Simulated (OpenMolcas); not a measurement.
**Ni²⁺ among point charges: CASSCF levels and susceptibility**

How does a field of 5 point charges split the states of Ni²⁺, and what χT follows?

Method: state-averaged CASSCF, spin-orbit coupling by RASSI with atomic mean-field integrals. Code: OpenMolcas 26.06.

1 further run of the same task is left out (set aside as unsound or not needed).

**1. What is computed**

```
Species                           : Ni²⁺ (nickel, Z = 28, 26 electrons)
Basis                             : ANO-RCC-VTZP [6s5p3d2f1g], 59 functions
Scalar Hamiltonian                : DKH2, point nucleus
Inactive shells                   : 1s 2s 2p 3s 3p
Active space                      : 8 electrons in 5 orbitals (3d)
Some configurations of this space : 3d8
Orbitals                          : optimised for each spin and parity, averaged over all roots
```

Outer shells as boxes (Hund's rule):

3d8
```
3d [↑↓][↑↓][↑↓][↑ ][↑ ]
```

The ion sits among 5 point charges of -1.3 e arranged as a trigonal bipyramid (D3h), 1.73 Å from the ion, with the axial distance 1.592 Å.

The work runs as a chain of OpenMolcas steps in one folder; each step below is one input file. Labels, J, g values, rates, χT and fits are worked out afterwards by a script from the matrices that RASSI stores.

**2. Basis and integrals**

a.inp reads:

```
&GATEWAY
Coord
1

Ni 0.0 0.0 0.0
Basis=ANO-RCC-VTZP
Group=NoSym
NoMove
AngMom=0.0 0.0 0.0
AMFI
XField
5 Angstrom 0
1.730000 0.000000 0.000000 -1.300000
-0.865000 1.498224 0.000000 -1.300000
-0.865000 -1.498224 0.000000 -1.300000
0.000000 0.000000 1.591600 -1.300000
0.000000 0.000000 -1.591600 -1.300000
&SEWARD
```

The run is started by

```console
$ OMP_NUM_THREADS=1 MOLCAS_MEM=1689 MOLCAS_PROJECT=a pymolcas a.inp > a.log
```

**3. CASSCF: triplets, 10 roots**

a.inp reads:

```
&RASSCF
FileOrb=start.orb
Symmetry=1
Spin=3
nActEl=8 0 0
Inactive=9
Ras2=5
CIRoot=10 10 1
SDav=10
CIMx=300
Iter=120 100
PrWF=0.3
OrbListing=Nothing
MaxOrb=0
>>> COPY $Project.JobIph JOB001
```

start.orb holds the contracted functions of the basis, ordered by shell, or the orbitals of the step before.

**4. CASSCF: singlets, 15 roots**

a.inp reads:

```
&RASSCF
FileOrb=start.orb
Symmetry=1
Spin=1
nActEl=8 0 0
Inactive=9
Ras2=5
CIRoot=15 15 1
SDav=15
CIMx=300
Iter=120 100
PrWF=0.3
OrbListing=Nothing
MaxOrb=0
>>> COPY $Project.JobIph JOB002
```

**5. State interaction with spin-orbit coupling**

a.inp reads:

```
&RASSI
NrOfJobIphs=2 10 15
1 2 3 4 5 6 7 8 9 10
1 2 3 4 5 6 7 8 9 10 11 12 13 14 15
IphNames
JOB001
JOB002
EJob
SpinOrbit
DIPRint=1.0
SOCoupling=1000.0
Subsets=2
Property=9
'ANGMOM' 1 'ANGMOM' 2 'ANGMOM' 3 'MLTPL  1' 1 'MLTPL  1' 2 'MLTPL  1' 3
'AMFI' 1 'AMFI' 2 'AMFI' 3
SOProperty=3
'ANGMOM' 1 'ANGMOM' 2 'ANGMOM' 3
```

**Question.** What will these runs give? Wanted: spin-free ground state; first state of the same spin within the active space; lowest level; next level.

**Answer**, as computed:

```
                                            quantity                           value
                                              method                          CASSCF
                              spin-free ground state  3E, 2-fold in its orbital part
first state of the same spin within the active space                 3E at 1630 cm⁻¹
                                        lowest level                       1-fold A2
                                          next level                        0.2 cm⁻¹
                                         χT at 300 K                  2.80 cm³ K/mol
                           effective moment at 300 K                         4.73 μB
```

In words: The spin-free ground state (3E) comes to 100 % from free-ion F terms and keeps the highest spin of the shell. χT at 300 K is 2.80, against 1.00 cm³ K/mol for the spin alone, so orbital moment adds to it. The field of point charges can differ much from that of real complexes. Point charges carry no covalency, so the field is a model and not that of real ligands.
